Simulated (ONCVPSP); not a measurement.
# Cl: generating and testing an ONCV potential

Task: generate the file, and judge it by its errors in other configurations, its logarithmic derivatives, its ghosts and its cutoff.

The numbers are computed with ONCVPSP 4.0.1.1 (patched build) (PBE, scalar-relativistic, spin-unpolarised reference atom).

## 1. Settings

The settings as typed:

| Item | Value |
| --- | --- |
| element | chlorine (Cl, Z = 17) |
| type | optimised norm-conserving Vanderbilt (ONCV) |
| frozen core | [Ne] |
| valence charge | 7 |
| reference configuration | 3s2 3p4 (charge +1) |
| partial waves | 3s: rc 1.05 bohr, ncon 4, nbas 7, qcut 4.9 1/bohr, 2 projectors, debl 0.7 Ha; 3p: rc 1.10 bohr, ncon 4, nbas 8, qcut 6.3 1/bohr, 2 projectors, debl 3.2 Ha |
| local potential | polynomial inside 0.80 bohr (lpopt 4, dvloc0 6 Ha) |
| core correction | Teter function, fcfact 3, rcfact 1.15 |

The nodes and maxima of the atom's own shells, from an earlier all-electron run, set the scale for the radii.

All-electron outer shells of the reference configuration (PBE, scalar-relativistic, ld1.x):

| shell | level (eV) | outermost node (bohr) | outermost maximum (bohr) |
| --- | --- | --- | --- |
| 2s | -265.52 | 0.12 | 0.36 |
| 2p | -204.49 | – | 0.30 |
| 3s | -32.09 | 0.55 | 1.27 |
| 3p | -19.43 | 0.53 | 1.39 |

## 2. The generation run

Input file Cl.dat:

```
# ATOM AND REFERENCE CONFIGURATION
# atsym  z   nc   nv     iexc    psfile
  Cl 17.00    3    2        4      upf
#
#   n    l    f
    1    0    2.00
    2    0    2.00
    2    1    6.00
    3    0    2.00
    3    1    4.00
#
# PSEUDOPOTENTIAL AND OPTIMIZATION
# lmax
    1
#
#   l,   rc,      ep,       ncon, nbas, qcut
    0    1.05    0.00    4    7    4.90
    1    1.10    0.00    4    8    6.30
#
# LOCAL POTENTIAL
# lloc, lpopt,  rc(5),   dvloc0
    4    4    0.80    6.00
#
# VANDERBILT-KLEINMAN-BYLANDER PROJECTORs
# l, nproj, debl
    0    2    0.70
    1    2    3.20
#
# MODEL CORE CHARGE
# icmod, fcfact, rcfact
    3    3.00    1.15
#
# LOG DERIVATIVE ANALYSIS
# epsh1, epsh2, depsh
   -3.00    5.00    0.02
#
# OUTPUT GRID
# rlmax, drl
    6.00    0.01
#
# TEST CONFIGURATIONS
# ncnf
    4
# nvcnf
#   n    l    f
    2
    3    0    2.00
    3    1    5.00
#
    2
    3    0    2.00
    3    1    3.00
#
    2
    3    0    2.00
    3    1    2.00
#
    2
    3    0    1.00
    3    1    6.00
#
```

The run is started by

```console
$ oncvpsp.x < Cl.dat > Cl.out
```

Q: Predict the outcome of this session. Wanted: cutoffs for 1 and 0.1 mHa per electron, occupied waves; bound ghosts; GHOST(+) flags; largest test error; largest phase difference near zero energy, channels read; rms error of d²Exc/dn², without and with the model core; projector energies reset by the program.

The runs gave:

| quantity | value |
| --- | --- |
| cutoffs for 1 and 0.1 mHa per electron, occupied waves | 82 Ha and 154 Ha |
| bound ghosts | s at -238.04 eV |
| GHOST(+) flags | p at 1301 eV, p at 3995 eV (1 near or above the test basis's cutoff) |
| largest test error (AE − PS) | +21 meV, for 3s2 3p2 |
| largest phase difference near zero energy, channels read | 0.001 rad |
| rms error of d²Exc/dn², without and with the model core | 1.67 and 0.80 mHa |
| projector energies reset by the program | s: -1.179, 0.250 Ha |

In words: It has a bound ghost (s), a state that the atom doesn't have, and that rules the file out. By total energies transferability is good: the largest error is 21 meV on 63.8 eV, for 3s2 3p2. Atomic tests can pass in spite of a ghost, since they solve only for the levels asked. The potential is very hard: the looser tolerance needs 82 Ha. At the looser tolerance the 3s wave is the slowest; 3p needs 15 Ha. Near zero energy the phases of the channels with partial waves agree within 0.001 rad. The program also flags highly localised states, GHOST(+) (p). All of this concerns the isolated atom, not yet a solid.
